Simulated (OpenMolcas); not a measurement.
# W²⁺ among point charges: CASSCF levels and susceptibility

Aim: the splitting of the states of W²⁺ in the field of 5 point charges, its lowest levels with spin-orbit coupling and its magnetic susceptibility.

Program: OpenMolcas 26.06. Level of theory: state-averaged CASSCF, spin-orbit coupling by RASSI with atomic mean-field integrals. These are calculated values, not measurements, unless marked.

1 further run of the same task is left out (it didn't finish).

### 1 What is computed

```
Species                           : W²⁺ (tungsten, Z = 74, 72 electrons)
Basis                             : ANO-RCC-VDZP [7s6p4d2f1g], 68 functions
Scalar Hamiltonian                : DKH2, point nucleus
Inactive shells                   : 1s 2s 2p 3s 3p 3d 4s 4p 4d 4f 5s 5p
Active space                      : 4 electrons in 5 orbitals (5d)
Some configurations of this space : 5d⁴
Orbitals                          : optimised for each spin and parity, averaged over all roots
```

Outer shells as boxes (Hund's rule):

5d4
```
5d [↑ ][↑ ][↑ ][↑ ][  ]
```

The ion sits among 5 point charges of -1.5 e arranged as a square pyramid (C4v), 1.77 Å from the ion, with the axial distance 2.018 Å. The active orbitals were held to one l.

Each step is its own input file, run in one work folder so that later steps find the files of earlier ones. Labels, J, g values, rates, χT and fits are worked out afterwards by a script from the matrices that RASSI stores.

### 2 GATEWAY and SEWARD: basis and integrals

File a.inp:

```
&GATEWAY
Coord
1

W 0.0 0.0 0.0
Basis=ANO-RCC-VDZP
Group=NoSym
NoMove
AngMom=0.0 0.0 0.0
AMFI
XField
5 Angstrom 0
1.770000 0.000000 0.000000 -1.500000
0.000000 1.770000 0.000000 -1.500000
-1.770000 0.000000 0.000000 -1.500000
0.000000 -1.770000 0.000000 -1.500000
0.000000 0.000000 2.017800 -1.500000
&SEWARD
```

On the command line:

```
> OMP_NUM_THREADS=1 MOLCAS_MEM=1689 MOLCAS_PROJECT=a pymolcas a.inp > a.log
```

### 3 CASSCF: quintets, 5 roots

File a.inp:

```
&RASSCF
FileOrb=start.orb
Symmetry=1
Spin=5
nActEl=4 0 0
Inactive=34
Ras2=5
CIRoot=5 5 1
SDav=5
CIMx=300
Iter=120 100
PrWF=0.3
OrbListing=Nothing
MaxOrb=0
SupSym
1
20 10 11 12 13 14 19 20 21 22 23 35 36 37 38 39 48 49 50 51 52
>>> COPY $Project.JobIph JOB001
```

start.orb holds the contracted functions of the basis, ordered by shell, or the orbitals of the step before.

### 4 CASSCF: triplets, 45 roots

File a.inp:

```
&RASSCF
FileOrb=start.orb
Symmetry=1
Spin=3
nActEl=4 0 0
Inactive=34
Ras2=5
CIRoot=45 45 1
SDav=45
CIMx=300
Iter=120 100
PrWF=0.3
OrbListing=Nothing
MaxOrb=0
SupSym
1
20 10 11 12 13 14 19 20 21 22 23 35 36 37 38 39 48 49 50 51 52
>>> COPY $Project.JobIph JOB002
```

### 5 Reference wave functions, singlets, 50 roots

File a.inp:

```
&RASSCF
FileOrb=start.orb
Symmetry=1
Spin=1
nActEl=4 0 0
Inactive=34
Ras2=5
CIRoot=50 50 1
SDav=50
CIMx=300
Iter=120 100
PrWF=0.3
OrbListing=Nothing
MaxOrb=0
SupSym
1
20 10 11 12 13 14 19 20 21 22 23 35 36 37 38 39 48 49 50 51 52
>>> COPY $Project.JobIph JOB003
```

### 6 State interaction with spin-orbit coupling

File a.inp:

```
&RASSI
NrOfJobIphs=3 5 45 50
1 2 3 4 5
1 2 3 4 5 6 7 8 9 10 11 12 13 14 15 16 17 18 19 20 21 22 23 24 25 26 27
28 29 30 31 32 33 34 35 36 37 38 39 40 41 42 43 44 45
1 2 3 4 5 6 7 8 9 10 11 12 13 14 15 16 17 18 19 20 21 22 23 24 25 26 27
28 29 30 31 32 33 34 35 36 37 38 39 40 41 42 43 44 45 46 47 48 49 50
IphNames
JOB001
JOB002
JOB003
EJob
SpinOrbit
DIPRint=1.0
SOCoupling=1000.0
Subsets=2
Property=9
'ANGMOM' 1 'ANGMOM' 2 'ANGMOM' 3 'MLTPL  1' 1 'MLTPL  1' 2 'MLTPL  1' 3
'AMFI' 1 'AMFI' 2 'AMFI' 3
SOProperty=3
'ANGMOM' 1 'ANGMOM' 2 'ANGMOM' 3
```

What does the calculation give? Wanted: spin-free ground state; first state of the same spin within the active space; lowest level; next level.

**Answer**, as computed:

```
                                            quantity                                value
                                              method                               CASSCF
                              spin-free ground state  quintet, 1-fold in its orbital part
first state of the same spin within the active space                quintet at 26900 cm⁻¹
                                        lowest level                               1-fold
                                          next level                          1103.8 cm⁻¹
                                         χT at 300 K                       0.46 cm³ K/mol
                           effective moment at 300 K                              1.92 μB
```

In words: The spin-free ground state (quintet) comes to 100 % from free-ion D terms and keeps the highest spin of the shell. χT at 300 K is 0.46, against 3.01 cm³ K/mol for the spin alone, so spin-orbit coupling lowers it. An active space of the d shell alone favours high spin; real ions in strong fields can be low spin. The field of point charges can differ much from that of real complexes. With metal d orbitals alone active, the gaps between spin states are rough; where two lie within a few thousand cm-1, their order is open. This is an electrostatic model: the charges have no orbitals.
